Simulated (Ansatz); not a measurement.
# CH7BFNOSn: inversion of the pyramid at N1, part 3 of 3

Wanted: the energy profile along the inversion of the pyramid at N1, from relaxed end points and a band of images. SMILES of the start: NC[O][SnH2][BH]F.

Ansatz 0.2.0; RKS PBE-D4/def2-SVP.

## (8) The band, image by image

Images 0 and 8 are the ends. Energies count from image 0; the path length is the program's own measure over all atoms.

| image | path (Å) | energy (eV) | sum of angles at N1 (°) | band force (eV/Å) |
| --- | --- | --- | --- | --- |
| 0 | 0.000 | 0.0000 | 324.6 | - |
| 1 | 0.170 | 0.0037 | 326.0 | 0.025 |
| 2 | 0.341 | 0.0224 | 331.8 | 0.027 |
| 3 | 0.511 | 0.0703 | 342.0 | 0.025 |
| 4 | 0.682 | 0.1572 | 354.5 | 0.021 |
| 5 | 0.853 | 0.2420 | 360.0 | 0.009 |
| 6* | 1.024 | 0.2669 | 352.2 | 0.002 |
| 7 | 1.542 | 0.2591 | 337.4 | 0.004 |
| 8 | 2.059 | 0.2536 | 331.7 | - |

The star marks the climbing image.

image, energy (eV) and a bar:
```
        0      0.000 
        1      0.004 
        2      0.022 ###
        3      0.070 ########
        4      0.157 ##################
        5      0.242 ###########################
        6      0.267 ##############################
        7      0.259 #############################
        8      0.254 #############################
```

How the highest energy settled:

```csv
iteration,highest image above image 0 (eV),largest band force (eV/Å)
1,1.3981,5.208
4,0.5468,3.913
7,0.2729,0.357
10,0.2696,0.167
13,0.2684,0.055
16,0.2679,0.040
19,0.2675,0.091
22,0.2673,0.218
25,0.2672,0.093
28,0.2669,0.063
31,0.2669,0.027
```

The band as a trajectory file:

```xyz
13
image=0 dE=0.0000
N     1.899   -1.495    1.230
C     0.688   -1.053    0.604
O     0.944   -0.086   -0.413
Sn   -0.618    0.724   -1.429
B    -2.025    1.757    0.059
F    -1.906    1.461    1.347
H     2.393   -0.684    1.627
H     2.529   -1.887    0.516
H     0.021   -0.634    1.398
H     0.172   -1.952    0.180
H    -1.380   -0.555   -2.333
H     0.185    1.793   -2.524
H    -2.881    2.577   -0.247
13
image=1 dE=0.0037
N     1.877   -1.507    1.231
C     0.694   -1.025    0.581
O     0.981   -0.043   -0.413
Sn   -0.606    0.728   -1.427
B    -2.015    1.751    0.067
F    -1.916    1.424    1.350
H     2.378   -0.722    1.669
H     2.520   -1.907    0.535
H     0.017   -0.607    1.367
H     0.171   -1.905    0.129
H    -1.358   -0.596   -2.274
H     0.135    1.789   -2.571
H    -2.858    2.586   -0.229
13
image=2 dE=0.0224
N     1.866   -1.509    1.237
C     0.715   -1.000    0.557
O     1.012   -0.025   -0.448
Sn   -0.608    0.730   -1.434
B    -2.012    1.744    0.074
F    -1.914    1.413    1.357
H     2.375   -0.769    1.736
H     2.523   -1.963    0.592
H     0.037   -0.564    1.331
H     0.185   -1.874    0.100
H    -1.377   -0.600   -2.261
H     0.074    1.799   -2.608
H    -2.856    2.582   -0.218
13
image=3 dE=0.0703
N     1.876   -1.497    1.225
C     0.741   -0.980    0.539
O     1.021   -0.002   -0.476
Sn   -0.624    0.731   -1.443
B    -2.021    1.753    0.069
F    -1.918    1.422    1.350
H     2.379   -0.828    1.814
H     2.526   -2.041    0.651
H     0.066   -0.538    1.312
H     0.210   -1.852    0.083
H    -1.404   -0.600   -2.262
H     0.033    1.800   -2.632
H    -2.863    2.597   -0.216
13
image=4 dE=0.1572
N     1.913   -1.450    1.183
C     0.763   -0.962    0.526
O     1.008    0.016   -0.503
Sn   -0.646    0.730   -1.456
B    -2.029    1.761    0.062
F    -1.917    1.430    1.343
H     2.367   -0.879    1.893
H     2.517   -2.117    0.708
H     0.094   -0.524    1.307
H     0.233   -1.842    0.083
H    -1.427   -0.605   -2.269
H     0.012    1.796   -2.647
H    -2.867    2.611   -0.214
13
image=5 dE=0.2420
N     1.976   -1.380    1.117
C     0.781   -0.949    0.512
O     0.992    0.032   -0.517
Sn   -0.662    0.738   -1.463
B    -2.041    1.757    0.063
F    -1.924    1.419    1.343
H     2.334   -0.933    1.954
H     2.494   -2.172    0.752
H     0.113   -0.529    1.305
H     0.258   -1.840    0.078
H    -1.430   -0.599   -2.283
H     0.007    1.810   -2.642
H    -2.876    2.611   -0.205
13
image=6 dE=0.2669
N     2.051   -1.309    1.054
C     0.800   -0.938    0.500
O     0.978    0.045   -0.524
Sn   -0.674    0.745   -1.468
B    -2.050    1.753    0.065
F    -1.932    1.406    1.343
H     2.284   -0.992    1.991
H     2.453   -2.207    0.797
H     0.134   -0.537    1.307
H     0.286   -1.841    0.077
H    -1.428   -0.592   -2.296
H     0.005    1.824   -2.633
H    -2.886    2.608   -0.198
13
image=7 dE=0.2591
N     2.105   -1.238    1.047
C     0.814   -0.873    0.536
O     0.983    0.083   -0.500
Sn   -0.674    0.730   -1.476
B    -2.062    1.740    0.046
F    -1.936    1.405    1.325
H     2.128   -1.342    2.063
H     2.506   -2.068    0.603
H     0.216   -0.455    1.384
H     0.235   -1.756    0.143
H    -1.393   -0.640   -2.279
H     0.004    1.797   -2.652
H    -2.906    2.583   -0.224
13
image=8 dE=0.2536
N     2.119   -1.257    1.036
C     0.818   -0.814    0.604
O     0.995    0.137   -0.428
Sn   -0.649    0.730   -1.457
B    -2.100    1.729    0.011
F    -1.943    1.482    1.305
H     2.091   -1.645    1.984
H     2.505   -1.969    0.406
H     0.307   -0.371    1.498
H     0.149   -1.650    0.242
H    -1.307   -0.678   -2.246
H     0.042    1.785   -2.636
H    -3.007    2.486   -0.305
```

## (9) Frequencies at the highest image

The geometry is the highest inner image of the first converged band.

input.yaml

```yaml
crystal:
  periodic: [false, false, false]
  atoms:
    - { symbol: "N", position_ang: [2.051167, -1.309268, 1.054268] }
    - { symbol: C, position_ang: [0.799824, -0.937906, 0.500179] }
    - { symbol: O, position_ang: [0.978147, 0.044709, -0.523775] }
    - { symbol: Sn, position_ang: [-0.67392, 0.744837, -1.467955] }
    - { symbol: B, position_ang: [-2.050425, 1.753132, 0.065272] }
    - { symbol: F, position_ang: [-1.93235, 1.406334, 1.342556] }
    - { symbol: H, position_ang: [2.28432, -0.991794, 1.99141] }
    - { symbol: H, position_ang: [2.452656, -2.207135, 0.796706] }
    - { symbol: H, position_ang: [0.133626, -0.537353, 1.306645] }
    - { symbol: H, position_ang: [0.286103, -1.840616, 0.07668] }
    - { symbol: H, position_ang: [-1.428398, -0.592002, -2.296223] }
    - { symbol: H, position_ang: [0.005418, 1.823982, -2.633111] }
    - { symbol: H, position_ang: [-2.88567, 2.60828, -0.197951] }
basis:
  gaussian: { orbitals: def2-SVP }
hamiltonian:
  xc: pbe
  dispersion: d4
phonons: {}
```

Launch:

```sh
$ ansatz run input.yaml --threads 2 --pin off --max-ram 3072MiB --backend cpu --events-out ev --progress --plain --runs-dir out
```

What it wrote (excerpt; [...] marks lines left out):

```text
Warning: RAYON_NUM_THREADS=2 ignored (pool sized by the plan → 2); use --threads N
[...]
Functional definition: PBE
[...]
1472 factors; their error is unknown
[...]
mean field -13897.19563239 eV, -510.7125196328 hartree, gradient 3.7e-5 eV, S^2 0.000000; 0 other end points of the search recorded, 0 dependent functions left out
[...]
reference -13897.19568036 eV, -510.7125213955 hartree; 32, 32 occupied and 99, 99 virtual orbitals, 1472 factors
[...]
1472 factors; their error is unknown
[...]
WARN: phonons: modes at or below zero, which the zero-point energy, F, S and C_V leave out: 1, the lowest at -312.17 cm⁻¹. A minimum has none, and a first-order saddle one
[...]
Atom 10 at    -1.428398    -0.592002    -2.296223 Å, force    -0.000356     0.000345     0.000038 eV/Å
Atom 11 at     0.005418     1.823982    -2.633111 Å, force     0.000404    -0.000059    -0.000024 eV/Å
Atom 12 at    -2.885670     2.608280    -0.197951 Å, force    -0.001651    -0.001756    -0.000497 eV/Å
Dipole moment:    -0.275819    -0.133348     0.229269 e Å
Vibrations: -312.17 38.02 39.12 65.52 78.64 146.85 168.67 232.27 298.69 344.31 476.66 502.62 582.16 659.83 667.69 722.14 869.78 988.31 1068.35 1153.12 1181.96 1269.29 1310.10 1376.29 1431.60 1556.98 1788.12 1858.82 2513.15 2846.57 2889.71 3541.31 3656.16 cm⁻¹, zero-point energy 2.251728 eV
```

Wall time 2.3 min (2 threads of Arm Neoverse V1, shared host); peak memory 0.17 GiB.

Of 33 modes, 1 is imaginary by more than 30 cm⁻¹ (312i cm⁻¹).

## (10) Another band, settings changed

crystal.atoms is end A as relaxed above, and neb.final_atoms is end B, turned to lie on A. With 7 inner images the band has 9 in all. The start path is listed, through a guess of the saddle.

input.yaml

```yaml
crystal:
  periodic: [false, false, false]
  atoms:
    - { symbol: "N", position_ang: [1.899433, -1.495077, 1.229787] }
    - { symbol: C, position_ang: [0.688206, -1.053185, 0.603838] }
    - { symbol: O, position_ang: [0.943804, -0.086271, -0.412545] }
    - { symbol: Sn, position_ang: [-0.618341, 0.724367, -1.429435] }
    - { symbol: B, position_ang: [-2.025498, 1.757225, 0.058927] }
    - { symbol: F, position_ang: [-1.905679, 1.460879, 1.347186] }
    - { symbol: H, position_ang: [2.392761, -0.684294, 1.627393] }
    - { symbol: H, position_ang: [2.528717, -1.886591, 0.515941] }
    - { symbol: H, position_ang: [0.021219, -0.633966, 1.397928] }
    - { symbol: H, position_ang: [0.172385, -1.951818, 0.180166] }
    - { symbol: H, position_ang: [-1.380499, -0.55546, -2.332723] }
    - { symbol: H, position_ang: [0.184965, 1.792553, -2.52434] }
    - { symbol: H, position_ang: [-2.880973, 2.576839, -0.247423] }
basis:
  gaussian: { orbitals: def2-SVP }
hamiltonian:
  xc: pbe
  dispersion: d4
neb:
  order_check: false
  images: 7
  f_tol: 0.03
  max_iterations: 10
  final_atoms:
    - { symbol: "N", position_ang: [2.11871501, -1.25685094, 1.03621688] }
    - { symbol: C, position_ang: [0.8177225, -0.81373756, 0.60426064] }
    - { symbol: O, position_ang: [0.99541285, 0.13652014, -0.42756955] }
    - { symbol: Sn, position_ang: [-0.64871491, 0.73004073, -1.45747285] }
    - { symbol: B, position_ang: [-2.09956573, 1.72915016, 0.01089761] }
    - { symbol: F, position_ang: [-1.94338589, 1.48154523, 1.30539042] }
    - { symbol: H, position_ang: [2.09103819, -1.64488449, 1.98421923] }
    - { symbol: H, position_ang: [2.50488478, -1.96910708, 0.40629063] }
    - { symbol: H, position_ang: [0.30703131, -0.37091407, 1.49765195] }
    - { symbol: H, position_ang: [0.14860243, -1.65030464, 0.24175487] }
    - { symbol: H, position_ang: [-1.30682572, -0.67794085, -2.24565253] }
    - { symbol: H, position_ang: [0.04222612, 1.78523204, -2.6364819] }
    - { symbol: H, position_ang: [-3.00664094, 2.48645233, -0.30480539] }
  initial_path:
    images:
      - { positions_ang: [[1.899433, -1.495077, 1.229787], [0.688206, -1.053185, 0.603838], [0.943804, -0.086271, -0.412545], [-0.618341, 0.724367, -1.429435], [-2.025498, 1.757225, 0.058927], [-1.905679, 1.460879, 1.347186], [2.392761, -0.684294, 1.627393], [2.528717, -1.886591, 0.515941], [0.021219, -0.633966, 1.397928], [0.172385, -1.951818, 0.180166], [-1.380499, -0.55546, -2.332723], [0.184965, 1.792553, -2.52434], [-2.880973, 2.576839, -0.247423]] }
      - { positions_ang: [[1.93449394, -1.46433534, 1.20700505], [0.71000425, -1.02122977, 0.55888923], [0.96587293, -0.02475094, -0.41852998], [-0.60225766, 0.71261513, -1.41060347], [-2.00250308, 1.75954691, 0.05446376], [-2.02445327, 1.38568682, 1.32993294], [2.31405176, -0.73054568, 1.74153628], [2.53581389, -1.92730286, 0.52358431], [0.02022873, -0.62927126, 1.35321787], [0.23089657, -1.91051365, 0.0998479], [-1.40100167, -0.61109611, -2.21819661], [0.07896451, 1.76754409, -2.56974255], [-2.73961089, 2.65885366, -0.23670473]] }
      - { positions_ang: [[1.96955488, -1.43359368, 1.18422309], [0.73180251, -0.98927454, 0.51394046], [0.98794185, 0.03676913, -0.42451497], [-0.58617432, 0.70086326, -1.39177194], [-1.97950816, 1.76186883, 0.05000053], [-2.14322754, 1.31049464, 1.31267989], [2.23534252, -0.77679736, 1.85567956], [2.54291077, -1.96801472, 0.53122762], [0.01923846, -0.62457653, 1.30850775], [0.28940814, -1.86920929, 0.0195298], [-1.42150434, -0.66673222, -2.10367022], [-0.02703597, 1.74253518, -2.6151451], [-2.59824878, 2.74086831, -0.22598647]] }
      - { positions_ang: [[2.00461582, -1.40285202, 1.16144114], [0.75360076, -0.95731931, 0.46899169], [1.01001078, 0.09828919, -0.43049995], [-0.57009099, 0.68911139, -1.37294042], [-1.95651324, 1.76419074, 0.04553729], [-2.26200181, 1.23530246, 1.29542683], [2.15663328, -0.82304904, 1.96982284], [2.55000766, -2.00872658, 0.53887094], [0.01824819, -0.61988179, 1.26379762], [0.34791971, -1.82790494, -0.06078831], [-1.44200701, -0.72236833, -1.98914383], [-0.13303646, 1.71752627, -2.66054765], [-2.45688667, 2.82288297, -0.2152682]] }
      - { positions_ang: [[2.03967676, -1.37211035, 1.13865919], [0.77539901, -0.92536408, 0.42404292], [1.0320797, 0.15980925, -0.43648493], [-0.55400765, 0.67735952, -1.35410889], [-1.93351832, 1.76651265, 0.04107406], [-2.38077608, 1.16011028, 1.27817378], [2.07792404, -0.86930073, 2.08396612], [2.55710454, -2.04943845, 0.54651425], [0.01725792, -0.61518706, 1.2190875], [0.40643128, -1.78660059, -0.14110641], [-1.46250968, -0.77800445, -1.87461744], [-0.23903694, 1.69251736, -2.7059502], [-2.31552457, 2.90489762, -0.20454994]] }
      - { positions_ang: [[2.05943632, -1.3432955, 1.11304861], [0.78597988, -0.89745745, 0.46909735], [1.02291299, 0.15398698, -0.43425609], [-0.57768446, 0.69052982, -1.37994988], [-1.97503018, 1.75717203, 0.03352995], [-2.27142853, 1.24046902, 1.28497794], [2.08120258, -1.06319667, 2.0590294], [2.5440496, -2.0293556, 0.51145834], [0.08970127, -0.55411881, 1.28872861], [0.34197406, -1.7525266, -0.04539109], [-1.42358869, -0.75298855, -1.96737621], [-0.16872118, 1.71569603, -2.68858313], [-2.48830366, 2.8002863, -0.2296138]] }
      - { positions_ang: [[2.07919588, -1.31448065, 1.08743803], [0.79656076, -0.86955082, 0.51415178], [1.01374628, 0.1481647, -0.43202724], [-0.60136128, 0.70370013, -1.40579087], [-2.01654203, 1.74783141, 0.02598583], [-2.16208099, 1.32082776, 1.2917821], [2.08448111, -1.25709261, 2.03409267], [2.53099466, -2.00927276, 0.47640244], [0.16214462, -0.49305057, 1.35836972], [0.27751685, -1.71845261, 0.05032423], [-1.3846677, -0.72797265, -2.06013499], [-0.09840541, 1.7388747, -2.67121605], [-2.66108275, 2.69567498, -0.25467766]] }
      - { positions_ang: [[2.09895544, -1.2856658, 1.06182746], [0.80714163, -0.84164419, 0.55920621], [1.00457956, 0.14234242, -0.4297984], [-0.6250381, 0.71687043, -1.43163186], [-2.05805388, 1.73849079, 0.01844172], [-2.05273344, 1.40118649, 1.29858626], [2.08775965, -1.45098855, 2.00915595], [2.51793972, -1.98918992, 0.44134654], [0.23458796, -0.43198232, 1.42801083], [0.21305964, -1.68437863, 0.14603955], [-1.34574671, -0.70295675, -2.15289376], [-0.02808964, 1.76205337, -2.65384898], [-2.83386185, 2.59106366, -0.27974153]] }
      - { positions_ang: [[2.11871501, -1.25685094, 1.03621688], [0.8177225, -0.81373756, 0.60426064], [0.99541285, 0.13652014, -0.42756955], [-0.64871491, 0.73004073, -1.45747285], [-2.09956573, 1.72915016, 0.01089761], [-1.94338589, 1.48154523, 1.30539042], [2.09103819, -1.64488449, 1.98421923], [2.50488478, -1.96910708, 0.40629063], [0.30703131, -0.37091407, 1.49765195], [0.14860243, -1.65030464, 0.24175487], [-1.30682572, -0.67794085, -2.24565253], [0.04222612, 1.78523204, -2.6364819], [-3.00664094, 2.48645233, -0.30480539]] }
```

Launch:

```sh
$ ansatz run input.yaml --threads 2 --pin off --max-ram 3072MiB --backend cpu --events-out ev --progress --plain --runs-dir out
```

What it wrote:

```text
Warning: RAYON_NUM_THREADS=2 ignored (pool sized by the plan → 2); use --threads N
Engine: ansatz 0.2.0, aarch64-unknown-linux-gnu
[... 1 set-up line as earlier in the session ...]
  parameter kappa = 0.804
  parameter beta = 0.06672455060314922
  exchange = pbe_x(kappa = kappa, mu = beta*pi^2/3)
  correlation = pbe_c(beta = beta)
1472 factors; their error is unknown
mean field evaluation 1: about -13886.8101 eV, gradient 7.1e1 eV
mean field evaluation 2: about -13703.3310 eV, gradient 2.3e2 eV
mean field evaluation 4: about -13896.3913 eV, gradient 2.4e1 eV
mean field evaluation 8: about -13897.5228 eV, gradient 1.6e-1 eV
mean field evaluation 16: about -13897.4621 eV, gradient 2.8e-3 eV
mean field -13897.46208730 eV, -510.7223116702 hartree, gradient 4.4e-5 eV, S^2 0.000000; 0 other end points of the search recorded, 0 dependent functions left out
[... 4 lines left out ...]
mean field -13897.20752160 eV, -510.7129565532 hartree, gradient 2.6e-5 eV, S^2 0.000000; 0 other end points of the search recorded, 0 dependent functions left out
[... 2 lines left out ...]
NEB end point (image 0): max|allowed force component| = 1.047e-2 eV/Å (the criterion of neb.relax_end_points is 1.000e-2)
NEB end point (image 8): max|allowed force component| = 1.221e-2 eV/Å (the criterion of neb.relax_end_points is 1.000e-2)
[... 1 line left out ...]
mean field -13897.30607040 eV, -510.7165781547 hartree, gradient 4.0e-5 eV, S^2 0.000000; 0 other end points of the search recorded, 0 dependent functions left out
[... 4 lines left out ...]
mean field -13897.00227798 eV, -510.7054139894 hartree, gradient 3.0e-5 eV, S^2 0.000000; 0 other end points of the search recorded, 0 dependent functions left out
[... 4 lines left out ...]
mean field -13896.63735305 eV, -510.6920032454 hartree, gradient 2.4e-5 eV, S^2 0.000000; 0 other end points of the search recorded, 0 dependent functions left out
[... 3 lines left out ...]
mean field -13896.05840937 eV, -510.6707274575 hartree, gradient 4.5e-5 eV, S^2 0.000000; 0 other end points of the search recorded, 0 dependent functions left out
[... 4 lines left out ...]
mean field -13896.57446124 eV, -510.6896920142 hartree, gradient 2.0e-5 eV, S^2 0.000000; 0 other end points of the search recorded, 0 dependent functions left out
[... 3 lines left out ...]
mean field -13896.78239813 eV, -510.6973335537 hartree, gradient 3.1e-5 eV, S^2 0.000000; 0 other end points of the search recorded, 0 dependent functions left out
[... 4 lines left out ...]
mean field -13897.03202235 eV, -510.7065070747 hartree, gradient 7.2e-5 eV, S^2 0.000000; 0 other end points of the search recorded, 0 dependent functions left out
[... from here on, the SCF cycles and remarks between the steps are left out, and one step in 2 is shown ...]
NEB iter   1: max|band force component| = 5.208e0 eV/Å  barrier→ = 1.3981 eV  barrier← = 1.1445 eV  Δτ_max = 0.1965 Å  (273 SCF iters)
NEB iter   2: max|band force component| = 2.651e0 eV/Å  barrier→ = 0.4854 eV  barrier← = 0.2318 eV  Δτ_max = 0.2000 Å  (225 SCF iters)
NEB iter   4: max|band force component| = 3.913e0 eV/Å  barrier→ = 0.5468 eV  barrier← = 0.2932 eV  Δτ_max = 0.1037 Å  (253 SCF iters)
NEB iter   6: max|band force component| = 1.144e0 eV/Å  barrier→ = 0.2788 eV  barrier← = 0.0252 eV  Δτ_max = 0.1004 Å  (244 SCF iters)
NEB iter   8: max|band force component| = 8.867e-2 eV/Å  barrier→ = 0.2722 eV  barrier← = 0.0186 eV  CI = image 6  Δτ_max = 0.0985 Å  (218 SCF iters)
NEB iter  10: max|band force component| = 1.667e-1 eV/Å  barrier→ = 0.2696 eV  barrier← = 0.0160 eV  CI = image 6  Δτ_max = 0.0247 Å  (218 SCF iters)
[...]
this run last wrote the band of iteration 10 to <dir>
Error: NEB band did not converge after 10 iterations: max|band force component| = 1.67e-1 eV/Å (threshold 3.0e-2); raise `neb.max_iterations` in a new run, which can start from the last band evaluated (`neb.initial_path`, with `crystal.atoms` and `neb.final_atoms` set to its first and last images), add images, or start from endpoints closer to local minima. Where this run's directory can be resumed (`checkpoint.write`), a resume goes on for up to `neb.max_iterations` more; to start a new run from the last band, take its images' positions from the `neb_iteration` event of iteration 10 (`data.images[].positions_ang`), in the event stream of the run that computed that iteration (not this run's, if it was resumed behind it). With `checkpoint.write`, `steps/00-neb/state/checkpoint.json` in the run directory holds the last saved band, under `neb.evaluated.images[].positions_ang` (a band under a hybrid functional on support functions is neither saved nor resumed: `neb.initial_path` says where its path is): check the last entry of `neb.iterations` there, which is earlier than 10 if that iteration was not saved or its write failed. If the band's step has no `state` directory and holds `state.next`, a write was cut short, and the file is under `state.next` instead (behind a loss of power it can be under `state.prev`)
this run wrote the band of iteration 10 to <dir> as well, whether or not its events were kept: a new run's `neb.initial_path` can list its `images[].positions_ang`
a run's events are kept only if it was started with --events-out <file>, and are in that file
```

It took 3.5 min on 2 threads of Arm Neoverse V1, shared host; peak memory 0.18 GiB.

## (11) Images and barrier

The run ended unconverged after 10 band iterations. The table shows its last band, which is no minimum-energy path. The 7 inner images lie between the fixed ends 0 and 8. Energy is taken from image 0, and the path length is the program's own coordinate along the band.

| image | path (Å) | energy (eV) | sum of angles at N1 (°) | band force (eV/Å) |
| --- | --- | --- | --- | --- |
| 0 | 0.000 | 0.0000 | 324.6 | - |
| 1 | 0.307 | 0.0017 | 324.6 | 0.036 |
| 2 | 0.613 | 0.0076 | 325.2 | 0.167 |
| 3 | 0.920 | 0.0060 | 324.6 | 0.064 |
| 4 | 1.229 | 0.0423 | 336.0 | 0.081 |
| 5 | 1.538 | 0.1878 | 356.8 | 0.073 |
| 6* | 1.847 | 0.2696 | 351.8 | 0.074 |
| 7 | 2.294 | 0.2572 | 335.6 | 0.023 |
| 8 | 2.741 | 0.2536 | 331.7 | - |

The star marks the climbing image.

image, energy (eV) and a bar:
```
        0      0.000 
        1      0.002 
        2      0.008 #
        3      0.006 #
        4      0.042 #####
        5      0.188 #####################
        6      0.270 ##############################
        7      0.257 #############################
        8      0.254 ############################
```

## (12) What came out

What follows sums up all 3 parts.

```
                                quantity                                         value
                                   end A                      22 moves, 0.766 eV lower
                                   end B                      24 moves, 0.773 eV lower
            first band: barrier forwards                                      0.267 eV
           first band: barrier backwards                                      0.013 eV
first band: second end relative to first                                     +0.254 eV
               first band: highest image                         6 of 0 to 8, climbing
             first band: band iterations                                            31
              imaginary modes at the top                                     312i cm⁻¹
                             second band  not converged, 10 iterations, 7 inner images
             time, first and second band                            11 min and 3.5 min
```

In words: In the first band: the top lies 0.27 eV above the first end, or 10 kT at room temperature; with a typical attempt rate of 10^13 per second that is roughly 10^9 events a second. Going back costs 0.013 eV, since the second end is 0.25 eV above the first. One imaginary mode, as a first-order saddle point has. As for the second band: the cap on iterations is too low for the band to settle. Zero-point energy and entropy are left out. Tunnelling, which matters where hydrogen moves, is missing too.
